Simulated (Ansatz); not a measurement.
# ClH3SiZn: up Jacob's ladder to CCSD(T)

An exercise on one series of results from a longer session: the logs are not shown, and one member is left open.

Computed with Ansatz 0.2.0, Gaussian basis. Level: functionals in def2-TZVPP, the program's frozen cores in correlated methods.

Plan: LDA (SPW92), PBE-D4, revPBE-D4, BLYP-D4, r2SCAN-D4, B97M-V, PBE0-D4, B3LYP-D4, r2SCANh-D4, r2SCAN0-D4, HSE06-D4, BHLYP-D4, CAM-B3LYP-D4, LC-ωPBE, ωB97X-V, ωB97M-V, B2PLYP, PBE-QIDH; CCSD(T)/def2-SVP; CCSD(T)/def2-TZVPP; MP2/def2-QZVPP; extrapolation to the limit; RPA on PBE.

### The geometry

An earlier PBE0-D4 in a triple-zeta def2 set relaxation fixed the geometry.

SMILES `[SiH3][Zn][Cl]`, 6 atoms, charge 0, spin multiplicity 1.

Atoms are counted from 1 here; the program's logs count them from 0.

Bond lengths: Si1–Zn2 2.350 Å, Si1–H4 1.488 Å, Si1–H5 1.488 Å, Si1–H6 1.488 Å, Zn2–Cl3 2.116 Å. Angles: Zn2–Si1–H4 110.6°, Zn2–Si1–H5 110.6°, Zn2–Si1–H6 110.7°, H4–Si1–H5 108.3°, H4–Si1–H6 108.3°, H5–Si1–H6 108.3°, Si1–Zn2–Cl3 180.0°.

Geometry (Å):

```xyz
6

Si   -0.6591    0.4024   -0.3939
Zn    1.1329   -0.7075    0.6446
Cl    2.7462   -1.7081    1.5802
H    -0.4798    0.4197   -1.8706
H    -1.9451   -0.2798   -0.0873
H    -0.7530    1.8093    0.0808
```

Set-up of the first run:

in.yaml

```yaml
crystal:
  periodic: [false, false, false]
  atoms:
    - {symbol: Si, position_ang: [-0.659081, 0.402370, -0.393852]}
    - {symbol: Zn, position_ang: [1.132929, -0.707513, 0.644593]}
    - {symbol: Cl, position_ang: [2.746170, -1.708103, 1.580184]}
    - {symbol: H, position_ang: [-0.479822, 0.419711, -1.870622]}
    - {symbol: H, position_ang: [-1.945104, -0.279835, -0.087269]}
    - {symbol: H, position_ang: [-0.752992, 1.809269, 0.080765]}
basis:
  gaussian: {orbitals: def2-TZVPP}
hamiltonian: {xc: lda}
output: {orbitals: {seedname: orbitals}}
```

The run is started by

```sh
> ansatz run in.yaml --threads 2 --pin off --events-out ev --progress --plain --max-ram 4352MiB
```

Among the steps run: LDA; PBE-D4 (GGA); revPBE-D4 (GGA); BLYP-D4 (GGA); r2SCAN-D4 (meta-GGA); B97M-V (meta-GGA); B3LYP-D4 (hybrid); r2SCANh-D4 (hybrid); r2SCAN0-D4 (hybrid); HSE06-D4 (hybrid); BHLYP-D4 (hybrid); CAM-B3LYP-D4 (range-separated); LC-ωPBE (range-separated); ωB97X-V (range-separated); ωB97M-V (range-separated); B2PLYP (double hybrid); PBE-QIDH (double hybrid).

One of the session's tables, all rows but one given; the rest of the session is left out.

It belongs to the step «Orbital energies across the functionals». 

```
  functional  HOMO (eV)  gap (eV)
 LDA (SPW92)      -7.42      5.41
      PBE-D4      -7.26      5.44
   revPBE-D4      -7.20      5.47
     BLYP-D4      -7.11      5.38
   r2SCAN-D4          ?         ?
      B97M-V      -7.55      5.75
     PBE0-D4      -8.28      7.19
    B3LYP-D4      -8.08      6.78
  r2SCANh-D4      -7.90      6.55
  r2SCAN0-D4      -8.45      7.49
    HSE06-D4      -7.88      6.44
    BHLYP-D4      -9.18      8.80
CAM-B3LYP-D4      -9.53      9.32
     LC-ωPBE     -10.85     11.69
     ωB97X-V     -10.49     11.22
     ωB97M-V     -10.30     10.77
```

**Question.** Estimate the row for r2SCAN-D4.

Worked estimate for «HOMO (eV)». Against the share of exact exchange, r2SCANh-D4 (0.1, -7.90), r2SCAN0-D4 (0.25, -8.45) give a slope of -3.67 per unit share; at 0 the line stands at -7.53.

As computed: HOMO (eV): -7.53; gap (eV): 5.92. In «HOMO (eV)» the line misses by 0.00.
